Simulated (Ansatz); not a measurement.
**LiBiSe2 (I-III-VI2 or I-V-VI2 ordering on rocksalt lattice): from bands to localised orbitals**

Where do the localised orbitals of LiBiSe2 (I-III-VI2 or I-V-VI2 ordering on rocksalt lattice) sit, how far are they spread, and how do the settings change that? The runs, in order: PBE, anion s p, 6×6×6; PBE, anion s p, 4×4×4; PBE, anion p, 6×6×6; PBE, cation s and anion p, disentangled, 6×6×6; r2SCAN, anion s p, 6×6×6; r2SCAN, cation s and anion p, disentangled, 6×6×6; r2SCAN, anion p, 6×6×6 (level, trial orbitals, Wannier mesh).

Computed with Ansatz 0.2.0 (plane waves, PAW, unless a step's input says otherwise).

4 further runs of the same task are left out: 4 that didn't finish.

## 1. The starting structure

The structure is trigonal, space group R-3m (No. 166). The conventional cell has a = 4.120 Å, b = 4.120 Å, c = 19.840 Å, α = 90.00°, β = 90.00°, γ = 120.00°. Around Li (site symmetry -3m) lie 6 Se at 2.85 Å. Bi (site symmetry -3m) is surrounded by 6 Se at 2.95 Å. Around Se (site symmetry 3m) lie 3 Li at 2.85 Å and 3 Bi at 2.95 Å.

Coordinates:

```
Li Bi Se
1.0
     2.05991    1.18929    6.61340
    -2.05991    1.18929    6.61340
     0.00000   -2.37858    6.61340
Li Bi Se
1 1 2
Direct
  0.00000 0.00000 0.00000
  0.50000 0.50000 0.50000
  0.25433 0.25433 0.25433
  0.74567 0.74567 0.74567
```

Cell and atoms come from an earlier r2SCAN relaxation. No run includes spin-orbit coupling, which matters for Bi.

## 2. PBE, anion s p, 6×6×6

The input, input.yaml:

```yaml
crystal:
  lattice:
    - [2.0599089233, 1.1892889714, 6.6134011388]
    - [-2.0599089233, 1.1892889714, 6.6134011388]
    - [0.0, -2.3785779428, 6.6134011388]
  atoms:
    - { symbol: Li, position: [1.0, 0.0, 0.0] }
    - { symbol: Bi, position: [0.5, 0.5, 0.5] }
    - { symbol: Se, position: [0.2543314319, 0.2543314319, 0.2543314319] }
    - { symbol: Se, position: [0.7456685681, 0.7456685681, 0.7456685681] }
kpoints:
  mp_grid: { grid: [6, 6, 6] }
  band_path:
    path:
      - [[0.0, 0.0, 0.0], [0.5, 0.5, 0.5], [0.8117740761935, 0.1882259238065, 0.5]]
      - [[0.5, -0.1882259238065, 0.1882259238065], [0.5, 2.008984142249e-16, 9.828310238265e-17], [0.0, 0.0, 0.0], [0.3441129619032, -0.3441129619032, 1.077903232235e-17]]
      - [[0.6558870380968, 1.268054540788e-16, 0.3441129619032], [0.5, 5.788690698593e-17, 0.5], [0.0, 0.0, 0.0]]
    npoints: 10
hamiltonian:
  xc: pbe
scf:
  occupations: { method: fixed }
  n_extra_bands: 6
output:
  forces: false
  stress: false
  eigenvalues: true
  wannier:
    kmesh: [6, 6, 6]
    projections:
      - { species: Se, l: s, shell: 4 }
      - { species: Se, l: p, shell: 4 }
      - { species: Bi, l: s, shell: 6 }
      - { species: Bi, l: p, shell: 6 }
    minimise: true
    write_hr: true
    conv_tol: 1.0e-08
    max_iter: 3000
```

On the command line:

```bash
> ansatz run input.yaml --threads 4 --pin off --max-ram 3686MiB --backend cpu --events-out ev --progress --plain --runs-dir out
```

After this run come: PBE, anion s p, 4×4×4; PBE, anion p, 6×6×6; PBE, cation s and anion p, disentangled, 6×6×6; r2SCAN, anion s p, 6×6×6; r2SCAN, cation s and anion p, disentangled, 6×6×6; r2SCAN, anion p, 6×6×6.

Before running them: what should the planned runs give, taken together? Wanted: total spread, PBE, anion s p, 6×6×6; total spread, PBE, anion s p, 4×4×4; total spread, PBE, anion p, 6×6×6; total spread, PBE, cation s and anion p, disentangled, 6×6×6; total spread, r2SCAN, anion s p, 6×6×6; total spread, r2SCAN, cation s and anion p, disentangled, 6×6×6; total spread, r2SCAN, anion p, 6×6×6; centres of the first set.

The runs gave:

| quantity | value |
| --- | --- |
| total spread, PBE, anion s p, 6×6×6 | 23.82 Å² over 12 functions |
| total spread, PBE, anion s p, 4×4×4 | 21.84 Å² over 12 functions |
| total spread, PBE, anion p, 6×6×6 | 25.03 Å² over 9 functions |
| total spread, PBE, cation s and anion p, disentangled, 6×6×6 | 24.77 Å² over 10 functions |
| total spread, r2SCAN, anion s p, 6×6×6 | 23.10 Å² over 12 functions |
| total spread, r2SCAN, cation s and anion p, disentangled, 6×6×6 | 25.03 Å² over 10 functions |
| total spread, r2SCAN, anion p, 6×6×6 | 24.35 Å² over 9 functions |
| centres of the first set | 0.46 to 0.64 Å from the nearest atom |

In words: With PBE, anion s p, 6×6×6 the 12 functions move off the atoms, with a mean spread of 1.99 Å²; 85 % of the total is gauge invariant. The total spread goes from 21.84 Å² on 4×4×4 to 23.82 Å² on 6×6×6: finite differences in k understate it on coarse meshes, while the largest miss of a band goes from 0.11 to 0.06 eV. On one set and mesh the functional gives 23.82 (PBE), 23.10 (r2SCAN) Å². The disentangled models miss some band by up to 0.6 eV, which may lie outside their frozen windows.
